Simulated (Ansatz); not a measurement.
# SiC (Moissanite 3C): the cost of one run

Computed with the Python package of Ansatz 0.2.0. Level of theory: DFT PBE, plane waves, PAW.

## (1) The system

Symmetry: F-43m, No. 216, cubic system. The conventional cell has a = 4.358 Å, b = 4.358 Å, c = 4.358 Å, α = 90.00°, β = 90.00°, γ = 90.00°. Si (site symmetry -43m) has 4 C at 1.89 Å as nearest neighbours. C (site symmetry -43m) is surrounded by 4 Si at 1.89 Å.

No structure file is read: the coordinates are typed or built in the script.

## (2) The code

The input, sic_compress.py:

```python
# -*- coding: utf-8 -*-
'''Volume and enthalpy of SiC against pressure.'''

import warnings

import ansatz
import numpy as np
import pandas as pd
from pymatgen.core import Lattice, Structure
from pymatgen.io.ase import AseAtomsAdaptor

def edges_and_angles(cell):
    cell = np.asarray(cell)
    a, b, c = np.linalg.norm(cell, axis=1)
    cosines = cell[1] @ cell[2] / (b * c), cell[0] @ cell[2] / (a * c), cell[0] @ cell[1] / (a * b)
    return (a, b, c, *np.degrees(np.arccos(cosines)))


def main():
    warnings.simplefilter('ignore', ansatz.DeckWarning)

    pmg_structure = Structure(
        Lattice([(0.0, 2.179, 2.179), (2.179, 0.0, 2.179), (2.179, 2.179, 0.0)]),
        ['Si', 'C'],
        [
            (0.0, 0.0, 0.0),
            (0.25, 0.25, 0.25),
        ],
    )
    crystal = ansatz.Crystal.from_ase(AseAtomsAdaptor.get_atoms(pmg_structure))

    setup = (
        crystal.calculation()
        .kpoints(9)
        .functional('pbe')
        .occupations('fixed')
    )

    # H = F + PV, with 1 GPa A^3 = 1/160.21766 eV
    rows = []
    for pressure in [0, 2, 4, 6, 8]:
        done = setup.relax(cell=True, pressure=pressure, force_tolerance=0.005).run()
        cell = done.lattice.cell_ang
        n_atoms = len(done.lattice.sites)
        volume = abs(np.linalg.det(cell)) / n_atoms
        enthalpy = done.report['free_energy_ev'] / n_atoms + pressure * volume / 160.21766
        rows.append((pressure, volume, enthalpy, *edges_and_angles(cell)))
        print(f'{pressure} GPa done: {volume:.4f} A^3/atom')

    table = pd.DataFrame(rows, columns=['P_GPa', 'V_A3_atom', 'H_eV_atom', 'a', 'b', 'c', 'alpha', 'beta', 'gamma'])
    print(table.round(4).to_string(index=False))
    p, v = np.array([row[0] for row in rows], float), np.array([row[1] for row in rows])
    print('mean bulk modulus between rows (GPa):', np.round(-np.diff(p) / np.diff(np.log(v)), 1))


if __name__ == '__main__':
    main()
```

## (3) The calls as engine input

The package turns the script's settings into the engine's input (first run):

```yaml
crystal:
  lattice:
    - [0.0, 2.179, 2.179]
    - [2.179, 0.0, 2.179]
    - [2.179, 2.179, 0.0]
  atoms:
    - { symbol: Si, position: [0.0, 0.0, 0.0] }
    - { symbol: C, position: [0.25, 0.25, 0.25] }
kpoints:
  mp_grid:
    grid: [9, 9, 9]
hamiltonian:
  xc: pbe
scf:
  occupations:
    method: fixed
relax:
  f_tol: 0.005
  cell:
    p_target: 0.0
```

## (4) Running it

The run is started by

```bash
python sic_compress.py
```

**Question.** How long does this script take on 1 thread of Intel Xeon 6975P-C (Granite Rapids), shared host, and how much memory does it need?

About 15 s, with a peak of 0.46 GiB.
